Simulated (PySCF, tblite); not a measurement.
# F4H3OSi3 radical, a small gas-phase stand-in for a defect centre (Si site with back bonds [SiH3], F, O[Si](F)(F)F): EPR parameters

Wanted: the EPR parameters for `F[Si]([SiH3])O[Si](F)(F)F`. It is drawn as: dangling bond.

Computed with tblite 0.8.0 and PySCF 2.14.0; each step states its level. No surroundings beyond the atoms listed, unless a continuum is named. Atoms count from 0, parts from 1.

## Step 1: Starting point

11 atoms, charge 0, multiplicity 2; geometry: distance geometry start.

## Step 2: Relaxing the cluster with GFN2-xTB

Job settings and geometry (Å):

```
{"job": {"kind": "relax", "xc": "GFN2-xTB", "basis": "xTB"}, "charge": 0, "multiplicity": 2}
Si     0.332211    -0.652781    -1.284641
Si     2.021737     0.317497    -0.016834
F      0.757799    -2.110633    -1.790136
O     -1.080431    -0.807002    -0.393826
Si    -2.064287     0.158348     0.471717
F     -3.407667    -0.624141     0.846223
F     -2.416332     1.464516    -0.402751
F     -1.289077     0.596687     1.807557
H      3.250042     0.478668    -0.825239
H      2.340153    -0.498096     1.172047
H      1.566007     1.662055     0.404154
```

Level: GFN2-xTB geometry optimisation, gas phase.

Command:

```console
> OMP_NUM_THREADS=1 python cluster_run.py task.json out
```

This one command runs all jobs of the session in turn.

**Question.** The jobs that follow are: PBE0-D3(BJ)/def2-SVP geometry optimisation, gas phase; UKS B3LYP, IGLO-III on F O Si, pcH-1 on H, non-relativistic, mean-field spin-orbit, GIAO; UKS BHandHLYP, IGLO-III on F O Si, pcH-1 on H, non-relativistic, mean-field spin-orbit, GIAO. Predict: point group; rotational constants (main isotopes); g(iso) (B3LYP); ⟨S²⟩; largest a(iso).

As calculated:

| quantity | value |
| --- | --- |
| point group | C1 |
| rotational constants (main isotopes) | 1.88, 0.68, 0.60 GHz |
| g(iso) (B3LYP) | 2.00155 |
| ⟨S²⟩ | 0.753 (exact 0.75) |
| largest a(iso) | 29Si on Si0, -719.2 MHz |

In words: The start of the PBE0/def2-SVP relaxation was shaken at random by about 0.01 Å, so part of the energy gained, and of the first lengths quoted, undoes that. Relaxing lowered the energy by 0.211 eV in 5 steps; the close pair that moved most is Si0–Si1, from 2.292 to 2.372 Å (PBE0/def2-SVP). Si0 carries the largest spin population, 0.77 e. The isotropic g lies 0.8 ppt below the free-electron value. The coupling of 29Si on Si0 runs from -751.8 (BHandHLYP/IGLO-III+pcH-1) to -719.2 MHz (B3LYP/IGLO-III+pcH-1). A capped cluster stands for the solid here, so long-range fields and strain are missing, and bands or shifts of the capping hydrogens have no counterpart in it.
